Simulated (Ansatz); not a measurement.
**C₁₂H₈S: a ladder of functionals and wavefunction methods**

One table from this session's results is given with a row withheld; the runs are named, their logs left out.

The runs use Ansatz 0.2.0, Gaussian basis; functionals in def2-TZVPP, the program's frozen cores in correlated methods.

The runs, in order: LDA (SPW92), PBE-D4, revPBE-D4, BLYP-D4, r2SCAN-D4, B97M-V, PBE0-D4, B3LYP-D4, r2SCANh-D4, r2SCAN0-D4, HSE06-D4, BHLYP-D4, CAM-B3LYP-D4, LC-ωPBE, ωB97X-V, ωB97M-V, B2PLYP, PBE-QIDH; CCSD(T)/def2-SVP; CCSD(T)/def2-TZVPP; MP2/def2-QZVPP; extrapolation to the limit; RPA on PBE.

### Structure used throughout

The geometry comes from an earlier relaxation with PBE0-D4 in a triple-zeta def2 set; it is a stationary point, not always the lowest conformer.

SMILES `c1ccc2c(c1)sc1ccccc12`, 21 atoms, charge 0, spin multiplicity 1.

Atoms are counted from 1 here; the program's logs count them from 0.

Bond lengths: C1–C2 1.396 Å, C1–C6 1.382 Å, C1–H14 1.084 Å, C2–C3 1.381 Å, C2–H15 1.084 Å, C3–C4 1.394 Å, C3–H16 1.084 Å, C4–C5 1.404 Å, C4–C13 1.443 Å, C5–C6 1.389 Å, C5–S7 1.738 Å, C6–H17 1.084 Å, S7–C8 1.738 Å, C8–C9 1.389 Å, C8–C13 1.404 Å, C9–C10 1.382 Å, C9–H18 1.084 Å, C10–C11 1.396 Å and more. Angles: C2–C1–C6 120.8°, C2–C1–H14 119.7°, C6–C1–H14 119.5°, C1–C2–C3 120.6°, C1–C2–H15 119.6°, C3–C2–H15 119.8°, C2–C3–C4 119.7°, C2–C3–H16 120.2°, C4–C3–H16 120.0°, C3–C4–C5 119.0°, C3–C4–C13 129.2°, C5–C4–C13 111.9°, C4–C5–C6 121.5°, C4–C5–S7 112.4°, C6–C5–S7 126.1°, C1–C6–C5 118.5°, C1–C6–H17 120.7°, C5–C6–H17 120.8° and more.

Set-up of the first run:

File in.yaml:

```yaml
crystal:
  periodic: [false, false, false]
  atoms:
    - {symbol: C, position_ang: [-3.196364, -0.765396, -1.133450]}
    - {symbol: C, position_ang: [-2.153933, -1.411200, -1.800215]}
    - {symbol: C, position_ang: [-0.841421, -1.185053, -1.436767]}
    - {symbol: C, position_ang: [-0.554281, -0.304322, -0.395101]}
    - {symbol: C, position_ang: [-1.615032, 0.336863, 0.264890]}
    - {symbol: C, position_ang: [-2.937312, 0.112134, -0.097668]}
    - {symbol: S, position_ang: [-1.065073, 1.393119, 1.530146]}
    - {symbol: C, position_ang: [0.594606, 0.997919, 1.201068]}
    - {symbol: C, position_ang: [1.704318, 1.500620, 1.869053]}
    - {symbol: C, position_ang: [2.958931, 1.075964, 1.474556]}
    - {symbol: C, position_ang: [3.108195, 0.163197, 0.429150]}
    - {symbol: C, position_ang: [2.002820, -0.334126, -0.231719]}
    - {symbol: C, position_ang: [0.726590, 0.078843, 0.147611]}
    - {symbol: H, position_ang: [-4.221799, -0.953031, -1.429906]}
    - {symbol: H, position_ang: [-2.378366, -2.095661, -2.609714]}
    - {symbol: H, position_ang: [-0.035944, -1.689715, -1.958421]}
    - {symbol: H, position_ang: [-3.747036, 0.613074, 0.419555]}
    - {symbol: H, position_ang: [1.589190, 2.209664, 2.680295]}
    - {symbol: H, position_ang: [3.836055, 1.457731, 1.983986]}
    - {symbol: H, position_ang: [4.100717, -0.157357, 0.135408]}
    - {symbol: H, position_ang: [2.125138, -1.043257, -1.042749]}
basis:
  gaussian: {orbitals: def2-TZVPP}
hamiltonian: {xc: lda}
output: {orbitals: {seedname: orbitals}}
```

Steps of the session up to this table: LDA; PBE-D4 (GGA); revPBE-D4 (GGA); BLYP-D4 (GGA); r2SCAN-D4 (meta-GGA); B97M-V (meta-GGA); PBE0-D4 (hybrid); B3LYP-D4 (hybrid); r2SCANh-D4 (hybrid); r2SCAN0-D4 (hybrid); HSE06-D4 (hybrid); BHLYP-D4 (hybrid); CAM-B3LYP-D4 (range-separated); LC-ωPBE (range-separated); ωB97X-V (range-separated); ωB97M-V (range-separated); B2PLYP (double hybrid); PBE-QIDH (double hybrid).

One table of the session follows, with a row left open; its other results are not shown here.

It belongs to the step «Orbital energies across the functionals». 

| functional | HOMO (eV) | gap (eV) |
| --- | --- | --- |
| LDA (SPW92) | -5.54 | 3.35 |
| PBE-D4 | -5.35 | 3.40 |
| revPBE-D4 | -5.28 | 3.42 |
| BLYP-D4 | -5.15 | 3.39 |
| r2SCAN-D4 | -5.50 | 3.68 |
| B97M-V | -5.49 | 3.76 |
| PBE0-D4 | -6.25 | 5.08 |
| B3LYP-D4 | -6.04 | 4.74 |
| r2SCANh-D4 | -5.84 | 4.31 |
| r2SCAN0-D4 | -6.36 | 5.26 |
| HSE06-D4 | -5.87 | 4.34 |
| BHLYP-D4 | -6.97 | 6.77 |
| CAM-B3LYP-D4 | ? | ? |
| LC-ωPBE | -8.55 | 9.30 |
| ωB97X-V | -8.24 | 9.01 |
| ωB97M-V | -8.14 | 8.86 |

Estimate the missing values for CAM-B3LYP-D4.

As computed: HOMO (eV): -7.34; gap (eV): 7.20. In the column «HOMO (eV)» it lies between ωB97M-V (-8.14) and BHLYP-D4 (-6.97).
